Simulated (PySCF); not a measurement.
**RuHCl: relaxation and vibrations of the quintet**

Aim: relax RuHCl as a quintet from a bent start, check by its vibrations whether the end is a minimum, and collect its spectrum and constants.

Computed with PySCF 2.14.0. Level: PBE0, basis Ru def2-TZVP with ECP28, H def2-TZVP, Cl def2-TZVP, scalar-relativistic core potentials, no spin–orbit coupling, density fitting.

**1. The starting structure**

3 atoms, charge 0, spin multiplicity 5.

Bond lengths: Ru1–H2 1.570 Å, Ru1–Cl3 2.240 Å. Angles: H2–Ru1–Cl3 110.0°.

Coordinates in bohr (charge 0 multiplicity 5):
```
Ru    0.0000    0.0000    0.0000
H    -2.4304    0.0000    1.7017
Cl    3.4675    0.0000    2.4279
```

**2. Finding the electronic state**

One driver script runs all steps and calls PySCF; scf.py shows how it sets up the SCF of each step. The optimiser is the driver's own. After this first run the driver tries any further starts and a stability analysis.

File scf.py:

```python
from pyscf import gto, scf, dft
mol = gto.M(atom='''
Ru     0.000000     0.000000     0.000000
H     -1.286100     0.000000     0.900500
Cl     1.834900     0.000000     1.284800''',
    basis={'Ru': 'def2-TZVP', 'H': 'def2-TZVP', 'Cl': 'def2-TZVP'},
    ecp={'Ru': 'def2-TZVP'},
    charge=0, spin=4)
mf = dft.UKS(mol, xc='PBE0')
mf.grids.atom_grid = (50, 194)
aux = {'Ru': 'def2-universal-JKFIT', 'H': 'def2-universal-JKFIT', 'Cl': 'def2-universal-JKFIT'}
mf = mf.density_fit(auxbasis=aux)
mf.conv_tol = 1e-08
mf.diis_space = 10
mf.max_cycle = 60
mf.init_guess = 'minao'
mf.verbose = 4
mf.kernel()
```

The run is started by

```bash
$ OMP_NUM_THREADS=2 python axn.py task.json out
```

Log:

```text
init E= -547.658774182798
[... the frontier-level lines of each cycle are left out ...]
cycle= 1 E= -554.224664743224  delta_E= -6.57  |g|= 1.64  |ddm|= 2.86
cycle= 2 E= -543.67949107875  delta_E= 10.5  |g|=  3.5  |ddm|= 7.73
cycle= 3 E= -555.168100528802  delta_E= -11.5  |g|= 0.685  |ddm|= 7.67
cycle= 4 E= -555.417493090363  delta_E= -0.249  |g|= 0.396  |ddm|= 0.769
cycle= 5 E= -555.4882645855  delta_E= -0.0708  |g|= 0.207  |ddm|= 0.318
cycle= 6 E= -555.505334928291  delta_E= -0.0171  |g|= 0.0937  |ddm|= 0.135
cycle= 7 E= -555.510158272942  delta_E= -0.00482  |g|= 0.0295  |ddm|= 0.0962
cycle= 8 E= -555.510623753094  delta_E= -0.000465  |g|= 0.00521  |ddm|= 0.0307
cycle= 9 E= -555.510650289039  delta_E= -2.65e-05  |g|= 0.0022  |ddm|= 0.00749
cycle= 10 E= -555.51066114548  delta_E= -1.09e-05  |g|= 0.00107  |ddm|= 0.00545
cycle= 11 E= -555.510666995887  delta_E= -5.85e-06  |g|= 0.000778  |ddm|= 0.00434
cycle= 12 E= -555.510670173402  delta_E= -3.18e-06  |g|= 0.000532  |ddm|= 0.00293
cycle= 13 E= -555.510674545224  delta_E= -4.37e-06  |g|= 0.000384  |ddm|= 0.00515
cycle= 14 E= -555.510678368765  delta_E= -3.82e-06  |g|= 0.000187  |ddm|= 0.00791
cycle= 15 E= -555.510678982303  delta_E= -6.14e-07  |g|= 5.77e-05  |ddm|= 0.00387
cycle= 16 E= -555.510679003519  delta_E= -2.12e-08  |g|= 2.68e-05  |ddm|= 0.000698
cycle= 17 E= -555.510679004398  delta_E= -8.79e-10  |g|= 1.27e-05  |ddm|= 8.36e-05
Extra cycle  E= -555.510679004388  delta_E= 1.02e-11  |g|= 1.69e-05  |ddm|= 2.53e-05
converged SCF energy = -555.510679004388  <S^2> = 6.0104065  2S+1 = 5.0041609
```

This step, with its further starts and checks, took 7.7 s on 2 threads of INTEL XEON PLATINUM 8581C at 2.30GHz (Emerald Rapids), shared host.

The starts that the driver tried:

```tsv
start	energy (Eh)
the minimal-basis guess	-555.510679
a thermally smeared density	-555.510679
a smeared PBE density	-555.510679
```

No lower solution of this spin turned up from the other starts or in the test of internal stability.

**3. Relaxing the quintet from the bent start**

The program finds Cs symmetry in the start, which this walk keeps. The walk stops when the largest gradient is under 0.0003 Eh/bohr and the energy has settled too.

scf.py, as its differences from that of step 2:

```diff
@@ -3,3 +3,3 @@
-Ru     0.000000     0.000000     0.000000
-H     -1.286100     0.000000     0.900500
-Cl     1.834900     0.000000     1.284800''',
+Ru    -0.455960     0.000000    -0.332428
+H     -1.742060     0.000000     0.568072
+Cl     1.378940     0.000000     0.952372''',
@@ -16 +15,0 @@
-mf.init_guess = 'minao'
```

Energy and gradient, step by step:

```tsv
step	energy (Eh)	change (kJ/mol)	largest symmetric gradient (Eh/bohr)
0	-555.510679	0.00	0.01836
1	-555.513434	-7.23	0.01166
2	-555.517867	-18.87	0.01702
3	-555.518688	-21.03	0.01356
4	-555.520388	-25.49	0.00465
5	-555.521362	-28.05	0.00409
6	-555.521559	-28.57	0.00167
7	-555.521570	-28.59	0.00009
8	-555.521570	-28.59	0.00003
```

The walk took 11 s.

Geometry (Å) and forces (eV/Å) at some steps:

```
step 0
Ru  -0.456   0.000  -0.332   0.518   0.000  -0.152
H   -1.742   0.000   0.568  -0.944   0.000   0.187
Cl   1.379   0.000   0.952   0.426   0.000  -0.035
step 1
Ru  -0.447   0.000  -0.296   0.382   0.000   0.221
H   -1.809   0.000   0.542  -0.600   0.000  -0.054
Cl   1.437   0.000   0.942   0.217   0.000  -0.167
step 4
Ru  -0.422   0.000  -0.079  -0.219   0.000   0.240
H   -2.013   0.000   0.403   0.051   0.000  -0.176
Cl   1.615   0.000   0.864   0.169   0.000  -0.064
step 8
Ru  -0.433   0.000   0.064   0.002   0.000   0.000
H   -2.082   0.000   0.311   0.001   0.000  -0.003
Cl   1.696   0.000   0.813  -0.002   0.000   0.003
```

After 8 steps and 28.6 kJ/mol it ends at Cs: Ru–Cl 2.257 Å, Ru–H 1.667 Å; Cl–Ru–H 152.1°.

**4. Is it a minimum? Harmonic modes**

On the finer grid the gradient is checked again; gradients at displacements of ±0.02 bohr then give force constants and infrared intensities.

scf.py, as its differences from that of step 3:

```diff
@@ -3,3 +3,3 @@
-Ru    -0.455960     0.000000    -0.332428
-H     -1.742060     0.000000     0.568072
-Cl     1.378940     0.000000     0.952372''',
+Ru    -0.528558     0.000000    -0.185402
+H     -2.179137     0.000000     0.051050
+Cl     1.604294     0.000000     0.554388''',
@@ -10 +10 @@
-mf.grids.atom_grid = (50, 194)
+mf.grids.atom_grid = (75, 302)
@@ -13 +13 @@
-mf.conv_tol = 1e-08
+mf.conv_tol = 1e-10
```

The driver hands on the density of the step before, so the log starts near convergence.

Log of the central SCF (cycles and frontier levels):

```text
init E= -555.521483471884
[... the frontier-level lines of each cycle are left out ...]
cycle= 1 E= -555.521483471926  delta_E= -4.25e-11  |g|= 3.13e-06  |ddm|= 1.03e-05
Extra cycle  E= -555.521483471956  delta_E= -3e-11  |g|= 4.27e-06  |ddm|= 1.01e-05
converged SCF energy = -555.521483471956  <S^2> = 6.0098196  2S+1 = 5.0039263
```

The whole step took 41 s.

Geometry: Cs; Ru–Cl 2.258 Å, Ru–H 1.667 Å; Cl–Ru–H 152.7°.

Harmonic modes (main isotopes):

```csv
symmetry,ω (cm⁻¹),IR (km/mol),μ (u),type
a',279,46.3,1.08,bend
a',381,72.6,19.00,mixed
a',1864,226,1.02,stretch
```

Every mode is real; the point is a minimum.

Properties at this point:

```
Dipole moment                                                   : 1.75 D
Highest occupied level                                          : -7.50 eV
Lowest empty level                                              : -3.82 eV
Rotational constants                                            : 29.77, 0.1231, 0.1226 cm⁻¹
Zero-point energy                                               : 15.1 kJ/mol
Principal polarisabilities                                      : 36.8, 38.7, 73.5 bohr³
Atomisation energy without zero-point energy                    : 600 kJ/mol
Principal traceless quadrupole moments about the centre of mass : -7.35, 3.53, 3.82 D Å
Entropy at 298.15 K and 1 bar (electronic part: spin only)      : 281.5 J/(mol K)
Heat capacity Cp at 298.15 K                                    : 46.8 J/(mol K)
Enthalpy at 298.15 K above 0 K                                  : 11.95 kJ/mol
Rotational symmetry number                                      : 1
Spin squared ⟨S²⟩                                               : 6.010
```

Populations by atom (charges in e):

```json
{"atom": "Ru1", "Mulliken": "0.53", "Löwdin": "0.18", "polar tensor": "0.94", "spin (Mulliken)": "3.77", "Mayer order to Ru1": "–"}
{"atom": "H2", "Mulliken": "-0.10", "Löwdin": "-0.11", "polar tensor": "-0.32", "spin (Mulliken)": "0.00", "Mayer order to Ru1": "0.96"}
{"atom": "Cl3", "Mulliken": "-0.43", "Löwdin": "-0.07", "polar tensor": "-0.62", "spin (Mulliken)": "0.23", "Mayer order to Ru1": "1.00"}
```

Mulliken populations on Ru1 (outside its core potential): s 2.68, p 6.31, d 6.48, f 0.00.

**5. Summary of results**

| quantity | value |
| --- | --- |
| minimum | quintet, Cs |
| geometry | Ru–Cl 2.258 Å, Ru–H 1.667 Å; Cl–Ru–H 152.7° |
| wavenumbers (cm⁻¹) | 279 (a'), 381 (a'), 1864 (a') |
| dipole moment | 1.75 D |
| highest occupied, lowest empty level (either spin) | -7.50, -3.82 eV |
| polar-tensor charge of Ru1 | +0.94 e |
| zero-point energy | 15.1 kJ/mol |
| entropy at 298.15 K | 281.5 J/(mol K) |
| atomisation energy (no zero-point energy) | 600 kJ/mol |
| ⟨S²⟩ | 6.010 |

**Reading.** The bent start keeps its Cs symmetry and ends in a minimum. In the infrared the band at 1864 cm⁻¹ (a', stretch) leads. Most of the spin sits on Ru1 (Mulliken spin 3.77, against 4 for the whole molecule). Other starts or spin states, not run here, may lie lower. One determinant may miss the lowest occupation of an open d or f shell.

The search up to here took 60 s.
